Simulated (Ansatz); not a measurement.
# GeN (quartet): wave-function methods side by side at distance Ge1–N2 = 2.003 Å, cc-pVDZ

The task here is to estimate one member of a computed series from the others.

Method: cc-pVDZ, core rule «outside noble gas», up to 15 orbitals frozen; program: Ansatz 0.2.0, Gaussian basis.

To be run: UHF; CCSD(T) on ROHF; CCSD(T) on UHF; BCCD(T) on ROHF; CISD as a restricted active space (open shells left free, so some higher excitations enter); CCSDT(Q) on ROHF; CCSDT(Q) on UHF; CISDTQ; CCSDTQ on ROHF; CCSDTQ on UHF; CASSCF and MRCISD+Q, 5 electrons in 5 orbitals; CASSCF and NEVPT2, 5 electrons in 5 orbitals; CASSCF and MRCISD+Q, 9 electrons in 8 orbitals; CASSCF and NEVPT2, 9 electrons in 8 orbitals; Full CI; Full CI in the symmetry of the determinant.

2 further runs of the same task are left out: 1 for a known fault of the program, 1 that didn't finish. Runs told in other sessions of the task aren't counted.

## The system

The geometry derives from a PBE0/def2-TZVP stationary point (not a proven minimum). One bond is set to the value named and the two fragments are kept rigid. No spin-orbit coupling is included. The filled d shell of Ge may be among the frozen orbitals whatever the setting's name suggests.

2 atoms, charge 0, spin multiplicity 4.

Atoms are counted from 1 here; the program's logs count them from 0.

Bond lengths: Ge1–N2 2.003 Å.

Set-up of the first run:

The input, in.yaml:

```yaml
crystal:
  periodic: [false, false, false]
  atoms:
    - {symbol: Ge, position_ang: [0.000000, 0.000000, 0.000000]}
    - {symbol: N, position_ang: [0.000000, 0.000000, 2.003100]}
basis:
  gaussian: {orbitals: cc-pVDZ}
magnetization: {spin_polarized: true, initial_magnetization: 3}
hamiltonian: {xc: hf}
output: {orbitals: {seedname: orbitals}}
```

Command:

```bash
$ ansatz run in.yaml --threads 1 --pin off --events-out ev --progress --plain --max-ram 2880MiB --backend cpu
```

Among the steps run: UHF; CCSD(T) on ROHF; CCSD(T) on UHF; BCCD(T) on ROHF; CISD as a restricted active space (open shells left free, so some higher excitations enter); CCSDT(Q) on ROHF; CCSDT(Q) on UHF; CISDTQ; CCSDTQ on ROHF; CCSDTQ on UHF; CASSCF and MRCISD+Q, 5 electrons in 5 orbitals; CASSCF and NEVPT2, 5 electrons in 5 orbitals; CASSCF and MRCISD+Q, 9 electrons in 8 orbitals; CASSCF and NEVPT2, 9 electrons in 8 orbitals; Full CI; Full CI in the symmetry of the determinant.

One of the session's tables, all rows but one given; the rest of the session is left out.

```
   method  from FCI (meV)
     ROHF         +5301.9
      UHF         +5020.1
     RMP2         +1053.3
     UMP2         +1073.0
    RCCSD          +173.8
    UCCSD          +165.5
 RCCSD(T)           +46.1
 UCCSD(T)           +42.8
  BCCD(T)           +47.7
   RCCSDT           +12.6
   UCCSDT            +8.2
RCCSDT(Q)            +2.7
UCCSDT(Q)               ?
  RCCSDTQ            +1.5
  UCCSDTQ            -2.7
      FCI               0
```

**Question.** Estimate the row for UCCSDT(Q).

The run gave: from FCI (meV): -2.4. In the column «from FCI (meV)» it lies between UCCSDTQ (-2.7) and FCI (0).

Limits of these values: Left out of the table: CASSCF pair, NEVPT2 pair, MRCISD pair, MRCISD+Q pair, CASSCF valence, NEVPT2 valence, MRCISD valence, MRCISD+Q valence (the active space lost an orbital or holds another state than full CI finds). UCCSDT(Q), UCCSDTQ fall below full CI: unrestricted runs freeze a spin-polarised core, another one than full CI's, and coupled cluster isn't variational. Levels on UHF freeze UHF's core orbitals, full CI those of ROHF, so the U rows can settle a little off it for that reason alone. Restricted and unrestricted rows rest on different reference determinants; a gap between their highest levels can come from leftover correlation error, from unlike frozen cores or from another state.
